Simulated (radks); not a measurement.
# Mg⁴⁺ in [He] 2s2 2p4: an all-electron calculation

An exercise on one series of results from a longer session: the logs are not shown, and one member is left open.

Method: non-relativistic Kohn-Sham, PBE, spin-polarised, spherical densities, point nucleus; open shells are filled with parallel spins first. Code: radks (a radial shooting solver on a logarithmic mesh, Libxc functionals) version 1.

### Starting point

| Quantity | Value |
| --- | --- |
| element | magnesium (Z = 12) |
| charge | +4 |
| electrons | 8 |
| configuration | [He] 2s2 2p4 |

Outer shells as boxes (Hund's rule):

Mg⁴⁺
```
[He] core
2s [↑↓]
2p [↑↓][↑ ][↑ ]
```

Set-up of the first run:

Settings of this run:

```text
Z 12
configuration [He] 2s2 2p4
relativity non-relativistic
functional pbe,pbe
spin polarised
nucleus point
```

One table of the session follows, with a row left open; its other results are not shown here.

It belongs to the step «Shells». Sizes of the orbitals, from the radial functions (bohr):

| level | <r> | outermost maximum (interpolated) | 90 % within |
| --- | --- | --- | --- |
| 1s up | ? | ? | ? |
| 1s down | 0.1307 | 0.0853 | 0.233 |
| 2s up | 0.6471 | 0.527 | 1.01 |
| 2s down | 0.6552 | 0.531 | 1.03 |
| 2p up | 0.6016 | 0.448 | 0.998 |
| 2p down | 0.6136 | 0.454 | 1.02 |

**Question.** Estimate the row for 1s up.

The run gave: <r>: 0.1309; outermost maximum (interpolated): 0.0854; 90 % within: 0.234. In the column «<r>» it lies between 1s down (0.1307) and 2p up (0.6016).

To keep in mind: Open shells are spherical and high-spin; term and fine-structure splittings are not resolved.
